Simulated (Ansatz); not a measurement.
Consider a comparison of functionals at one structure of Sb, space group I4/mmm (the Python package of Ansatz (0.2.0)).

Script `xc_sb.py`:
```python
"""Functional comparison for Sb (totals differ with the potentials too)."""

import csv

import ansatz as az

cell = (
    az.Lattice.from_parameters(3.15308, 3.15308, 5.423877, alpha=90, beta=90, gamma=90)
    .space_group(139, hermann_mauguin="I4/mmm")
    .atom("Sb", (0.0, 0.0, 0.0))
    .primitive()
)

setup = (
    cell.calculation()
    .kpoints(spacing=0.26)
    .occupations("fermi_dirac", width=0.05)
    .forces()
    .stress()
)

rows = []
for value in ["lda", "pbesol", "blyp"]:
    report = setup.functional(value).run(threads=1).report
    rows.append((value, report["free_energy_ev"] / len(report["lattice"]["sites"]), report["n_iterations"], sum(report["stress_gpa"][i][i] for i in range(3)) / 3, max(abs(f) for row in report["forces_ev_ang"] for f in row), report["n_kpoints"]))

with open("xc.csv", "w", newline="") as handle:
    writer = csv.writer(handle)
    writer.writerow(["functional", "F/atom (eV)", "iterations", "P (GPa)", "max component (eV/A)", "k-points"])
    writer.writerows([round(v, 5) if isinstance(v, float) else v for v in row] for row in rows)
print(open("xc.csv").read())
```

Rank the functionals by the pressure that they give at this structure. What does the order say about their lattices?

From lowest to highest: LDA (-2.5 GPa), PBEsol (-1.4 GPa) and BLYP (7.3 GPa). At a fixed cell a lower pressure usually means a smaller equilibrium volume, so LDA prefers the smallest cell and BLYP the largest.

The output:

```console
$ python xc_sb.py
DeckWarning: basis.ecutwfc = 420 eV, auto-derived from the records' recommended cutoffs: set by Sb (normal level)
functional,F/atom (eV),iterations,P (GPa),max component (eV/A),k-points
lda,-6335.54207,7,-2.49785,0.0,126
pbesol,-6407.83163,7,-1.37727,0.0,126
blyp,-6500.6956,7,7.33809,0.0,126
```
(Warnings from the package without file and line.)

BLYP can be off by several per cent in the lattices of metals, and by several GPa in the pressure at a fixed cell. The mesh is modest for a metal, so energies can be off by several to tens of meV an atom and pressures by half a GPa or more; differences at equal mesh fare better. Forces vanish by symmetry here and test nothing. Pressure is positive in compression. This isn't the structure that Sb takes at ambient conditions. Total energies of different functionals can't be compared; pressures, moments and gaps at this one structure can. Wall time of the script: 7.4 s on 1 thread of Arm Neoverse V1 (shared host), peak memory 0.38 GiB.

(Lines on the test bed's own set-up are left out of the output.)
